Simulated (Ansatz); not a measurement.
# KSiH: the cost of one run

Program: Ansatz 0.2.0. Level of theory: DFT PBE, scalar-relativistic, plane waves, PAW. These are calculated values, not measurements.

## 1. Starting point

The structure is tetragonal, space group P4/nmm (No. 129). Conventional cell: a = 3.615 Å, b = 3.615 Å, c = 8.134 Å, α = 90.00°, β = 90.00°, γ = 90.00°. K (site symmetry 4mm) has 5 Si at 2.73 to 2.94 Å and 4 H at 2.79 Å in its first shell of neighbours. Around Si (site symmetry 4mm) lie 5 K at 2.73 to 2.94 Å. Around H (site symmetry -4m2) lie 4 H at 2.56 Å and 4 K at 2.79 Å.

As a file:

```cif
data_structure
_symmetry_space_group_name_H-M 'P 1'
_symmetry_Int_Tables_number 1
_cell_length_a 3.6150
_cell_length_b 3.6150
_cell_length_c 8.1338
_cell_angle_alpha 90.000
_cell_angle_beta 90.000
_cell_angle_gamma 90.000
_cell_volume 106.29
loop_
_atom_site_label
_atom_site_type_symbol
_atom_site_fract_x
_atom_site_fract_y
_atom_site_fract_z
_atom_site_occupancy
K1 K 0.00000 0.50000 0.73901 1
K2 K 0.50000 0.00000 0.26099 1
Si1 Si 0.50000 0.00000 0.62245 1
Si2 Si 0.00000 0.50000 0.37755 1
H1 H 0.00000 0.00000 0.00000 1
H2 H 0.50000 0.50000 0.00000 1
```

Recipe of the guess: species swapped into a database cell of ZrGeSe (P4/nmm, No. 129), with K on the Zr sites, H on the Ge sites and Si on the Se sites. Its size is a rough estimate.

## 2. Probe: one point on a coarse mesh

File input.yaml:

```yaml
crystal:
  lattice:
    - [3.61495054, 0.0, 0.0]
    - [0.0, 3.61495054, 0.0]
    - [0.0, 0.0, 8.13376357]
  atoms:
    - { symbol: K, position: [0.0, 0.5, 0.73901141] }
    - { symbol: K, position: [0.5, 0.0, 0.26098859] }
    - { symbol: Si, position: [0.5, 0.0, 0.62245238] }
    - { symbol: Si, position: [0.0, 0.5, 0.37754762] }
    - { symbol: H, position: [0.0, 0.0, 0.0] }
    - { symbol: H, position: [0.5, 0.5, 0.0] }
basis:
  ecutwfc: 420
kpoints:
  mp_grid: { grid: [6, 6, 2] }
hamiltonian:
  xc: pbe
scf:
  occupations: { method: gaussian, width: 0.1 }
  lower_state_search: "off"
output:
  forces: true
  stress: true
  eigenvalues: true
```

Launch:

```bash
$ ansatz run input.yaml --threads 1 --pin off --max-ram 2560MiB --backend cpu --events-out ev --progress --plain --runs-dir out
```

**Question.** How long does this run take on 1 thread of Intel Xeon at 2.70GHz, shared host, and how much memory does it need?

About 2.5 s, with a peak of 0.37 GiB.
